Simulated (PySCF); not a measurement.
# C3H9AsSe: the cost of one run

Programs: PySCF 2.14.0, with routines of our own; each step states its level. All values are computed. Atoms count from 0.

### Step 1. The starting structure

14 atoms, charge 0, multiplicity 1; geometry from: GFN2-xTB.

### Step 2. Geometry optimisation at PBE0-D3(BJ)/def2-SVP

What the job is given:

```
{"job": {"xc": "PBE0", "basis": "def2-SVP", "d3": "d3bj", "grid": 1, "kind": "geom"}, "charge": 0, "multiplicity": 1}
C     -2.444249    -0.115319     0.650666
As    -1.598778     1.641710     0.368339
C      0.112402     0.955467    -0.372800
Se     1.219137     0.135688     1.025087
C      2.801257    -0.159437    -0.080043
H     -1.993281    -0.583352     1.526143
H     -2.303059    -0.769356    -0.208350
H     -3.511072     0.000501     0.838834
H     -2.185037     1.838426    -1.015776
H      0.694640     1.779436    -0.793931
H     -0.058965     0.202649    -1.147023
H      2.540922    -0.801632    -0.919240
H      3.550283    -0.644462     0.540205
H      3.175122     0.799234    -0.434276
```

Launch:

```console
OMP_NUM_THREADS=1 python excited_run.py task.json out
```

One launch serves the whole session: the jobs run in the order shown.

Q: Estimate the wall time and peak memory of this first job on 1 thread of Arm Neoverse N1, shared host.

About 2.1 min, with a peak of 0.7 GiB.
